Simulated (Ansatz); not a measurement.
**Ag (bcc type): how the settings move a single-point run**

How sensitive is a single-point run of Ag (bcc type) to its settings? A reference run comes first, then one run with altered input.

Method: reference: DFT, LDA, all-electron LAPW, scalar-relativistic, in Ansatz 0.2.0.

## 1. The starting structure

The structure is cubic, space group Im-3m (No. 229). The conventional cell has a = 2.345 Å, b = 2.345 Å, c = 2.345 Å, α = 90.00°, β = 90.00°, γ = 90.00°. Ag (site symmetry m-3m) is surrounded by 8 Ag at 2.03 Å.

As a file:

```
Ag
1.0
    -1.17231    1.17231    1.17231
     1.17231   -1.17231    1.17231
     1.17231    1.17231   -1.17231
Ag
1
Direct
  0.00000 0.00000 0.00000
```

## 2. The reference run

input.yaml

```yaml
crystal:
  lattice:
    - [-1.1723089488, 1.1723089488, 1.1723089488]
    - [1.1723089488, -1.1723089488, 1.1723089488]
    - [1.1723089488, 1.1723089488, -1.1723089488]
  atoms:
    - { symbol: Ag, position: [0.0, 0.0, 0.0] }
kpoints:
  mp_grid: { grid: [17, 17, 17] }
  band_path:
    path:
      - [0.0, 0.0, 0.0]
      - [0.5, -0.5, 0.5]
      - [0.0, 0.0, 0.5]
      - [0.0, 0.0, 0.0]
      - [0.25, 0.25, 0.25]
      - [0.5, -0.5, 0.5]
      - [0.25, 0.25, 0.25]
      - [0.0, 0.0, 0.5]
    npoints: 8
scf:
  occupations: { method: fermi_dirac, width: 0.1 }
hamiltonian:
  xc: lda
  pseudopotentials: { kind: all_electron, lapw: { basis_error: 0.001 } }
output:
  forces: true
  stress: true
  eigenvalues: true
  populations: true
  dos: { projected: true, de: 0.2, e_range: [-14, 8] }
```

On the command line:

```console
> ansatz run input.yaml --threads 1 --pin off --max-ram 2048MiB --backend cpu --events-out ev --progress --plain --runs-dir out
```

## 3. Variant: lower_state_search light

input.yaml, as its differences from that of step 2:

```diff
@@ -22,2 +22,3 @@
   occupations: { method: fermi_dirac, width: 0.1 }
+  lower_state_search: light
 hamiltonian:
@@ -30,2 +31 @@
   populations: true
-  dos: { projected: true, de: 0.2, e_range: [-14, 8] }
```

Before running it: what results should come out? Wanted: for each run, ending; energy change; pressure; gap; force.

**Answer**, as computed:

```tsv
run	ending	energy change	pressure (GPa)	gap (eV)	force (eV/Å)	cycles	time
reference	converged	0	1407.2	0.00	0.00	5	22 s
1: lower_state_search light	converged	0.0 meV/atom	1407.2	0.00	0.00	5	22 s
```

Times don't compare one to one where runs were asked for different outputs or read a saved state (see the inputs); cycles may leave out searches for a lower state.

Residual by cycle in the longest SCF loop of each run; runs are numbered as in the table. The quantity is the density residual dr2, in eV.

```tsv
cycle	reference	run 1
1	0.0364	0.0364
2	0.00731	0.00731
3	5.8e-6	5.8e-6
4	3.2e-7	3.2e-7
5	2.1e-8	2.1e-8
```

The changed input (search for lower states) leaves the energy the same to the digits printed. The structure is not at rest: the sound run finds 1407 GPa, so these are no properties of the relaxed crystal. 
